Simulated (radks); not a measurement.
# Excited configurations of Ce

One table from this session's results is given with a row withheld; the runs are named, their logs left out.

Method: Dirac Kohn-Sham, PBE, spin-unpolarised, spherical densities, finite nucleus; open shells are shared between the two j in proportion to 2j + 1. Code: radks (a radial shooting solver on a logarithmic mesh, Libxc functionals) version 1.

### Starting point

- element: cerium (Z = 58)
- charge: 0
- electrons: 58
- configuration: [Xe] 4f1 5d1 6s2
- nuclear rms radius: 4.8771 fm

Outer shells as boxes (Hund's rule):

Ce
```
[Xe] core
4f [↑ ][  ][  ][  ][  ][  ][  ]
5d [↑ ][  ][  ][  ][  ]
6s [↑↓]
```

Set-up of the first run:

The run's settings:

```text
Z 58
configuration [Xe] 4f1 5d1 6s2
relativity Dirac
functional pbe,pbe
spin unpolarised
j_filling average
nucleus finite rms 4.8771 fm
c 137.035999084
```

Among the steps run: Ground configuration: [Xe] 4f1 5d1 6s2.

One table of the session follows, with a row left open; its other results are not shown here.

It belongs to the step «Ground configuration: [Xe] 4f1 5d1 6s2». Sizes of the orbitals, from the radial functions (bohr):

```
level    <r>  outermost maximum (interpolated)  90 % within  nodes
5s1/2  1.518                              1.37         2.18      4
5p1/2  1.704                              1.50         2.48      3
5p3/2  1.786                              1.57         2.61      3
4f5/2  1.099                             0.706         1.90      0
4f7/2  1.111                             0.710         1.92      0
6s1/2  4.349                              3.75         6.38      5
5d3/2      ?                                 ?            ?      ?
5d5/2  2.984                              2.18         4.79      2
```

Q: Estimate the row for 5d3/2 from the others.

**Answer.** <r>: 2.911; outermost maximum (interpolated): 2.14; 90 % within: 4.67; nodes: 2. In the column «<r>» it lies between 5p3/2 (1.786) and 5d5/2 (2.984).

Limits of these values: Spin polarisation and multiplet splitting are left out, so open shells lie too high by an amount that depends on their filling.
